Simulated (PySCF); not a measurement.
# C5H8OSi: the cost of one run

Computed with PySCF 2.14.0, with density-fitted response routines of our own, on a single molecule, in the gas phase or a continuum. Atoms are numbered from 0 throughout.

## (1) The starting structure

15 atoms, charge 0, multiplicity 1; geometry from: GFN2-xTB.

Bonds of the start (Å): C0–C1 1.33, C1–C2 1.41, C2–C3 1.21, C3–Si4 1.85, Si4–O5 1.62, O5–C6 1.39, C0–H7 1.08, C0–H8 1.08, C1–H9 1.08, Si4–H10 1.47, Si4–H11 1.45, C6–H12 1.09, C6–H13 1.09, C6–H14 1.09.

## (2) Geometry optimisation at PBE0-D3(BJ)/def2-SVP

Job settings and geometry (Å):

```
{"job": {"xc": "PBE0", "basis": "def2-SVP", "d3": "d3bj", "grid": 1, "kind": "geom"}, "charge": 0, "multiplicity": 1}
C      3.744357    -0.395639    -0.163260
C      2.563571    -0.677000    -0.704469
C      1.357531    -0.074776    -0.290947
C      0.317563     0.435104     0.061425
Si    -1.287765     1.201263     0.580261
O     -2.535157     0.174743     0.409897
C     -2.983188    -0.492217    -0.726442
H      4.647709    -0.875980    -0.498383
H      3.841167     0.322926     0.633437
H      2.473586    -1.400189    -1.507111
H     -1.448205     2.396545    -0.259757
H     -1.366644     1.419854     2.016169
H     -3.835811    -1.110894    -0.442194
H     -3.295377     0.216423    -1.498591
H     -2.197751    -1.132176    -1.137603
```

On the command line:

```console
> OMP_NUM_THREADS=1 python probes_run.py task.json out
```

The driver reads the jobs from task.json and runs them one after another.

Q: Estimate the wall time and peak memory of this first job on 1 thread of Arm Neoverse V2, shared host.

About 46 s, with a peak of 0.55 GiB.
